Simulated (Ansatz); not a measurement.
**AgH₄NS: basis-set convergence**

How large a basis does AgH₄NS need? Two functionals are run in growing sets.

Computed with Ansatz 0.2.0, Gaussian basis. Level: one geometry, several basis sets.

Levels to be run: PBE0-D4/def2-SVP; ωB97M-V/def2-SVP; PBE0-D4/def2-QZVPP; ωB97M-V/def2-QZVPP; the functionals' def2-TZVPP values are taken from earlier runs.

## (1) The geometry

An earlier PBE0-D4 in a triple-zeta def2 set relaxation fixed the geometry. Ag takes the def2 core potential; no spin-orbit term is included.

SMILES `[NH3+][Ag-][SH]`, 7 atoms, charge 0, spin multiplicity 1.

Atoms are counted from 1 here; the program's logs count them from 0.

Bond lengths: N1–Ag2 2.184 Å, N1–H4 1.013 Å, N1–H5 1.013 Å, N1–H6 1.014 Å, Ag2–S3 2.296 Å, S3–H7 1.344 Å. Angles: Ag2–N1–H4 111.3°, Ag2–N1–H5 111.1°, Ag2–N1–H6 111.1°, H4–N1–H5 107.7°, H4–N1–H6 107.8°, H5–N1–H6 107.6°, N1–Ag2–S3 178.2°, Ag2–S3–H7 95.1°.

## (2) PBE0-D4 in def2-SVP

File in.yaml:

```yaml
crystal:
  periodic: [false, false, false]
  atoms:
    - {symbol: N, position_ang: [-1.195470, 0.679905, -0.484852]}
    - {symbol: Ag, position_ang: [0.469400, -0.385105, 0.444391]}
    - {symbol: S, position_ang: [2.181190, -1.512469, 1.479586]}
    - {symbol: H, position_ang: [-1.950846, 0.047577, -0.722756]}
    - {symbol: H, position_ang: [-0.901170, 1.142947, -1.336979]}
    - {symbol: H, position_ang: [-1.568822, 1.388201, 0.136559]}
    - {symbol: H, position_ang: [3.026919, -1.429154, 0.438252]}
basis:
  gaussian: {orbitals: def2-SVP}
hamiltonian: {xc: pbe0, dispersion: d4}
output: {orbitals: {seedname: orbitals}}
```

Further steps of the session: ωB97M-V in def2-SVP; PBE0-D4 in def2-QZVPP; ωB97M-V in def2-QZVPP.

Q: Predict the results of all the runs planned. Wanted: PBE0-D4: double and triple zeta above quadruple; ωB97M-V: double and triple zeta above quadruple.

The runs gave:

| quantity | value |
| --- | --- |
| PBE0-D4: double and triple zeta above quadruple | 7.18, 0.51 eV |
| ωB97M-V: double and triple zeta above quadruple | 7.27, 0.50 eV |

For PBE0-D4 the step from double to triple zeta gains 6.66 eV and the next only 0.51 eV. Total energies overstate the basis error of differences, where much of it tends to cancel.
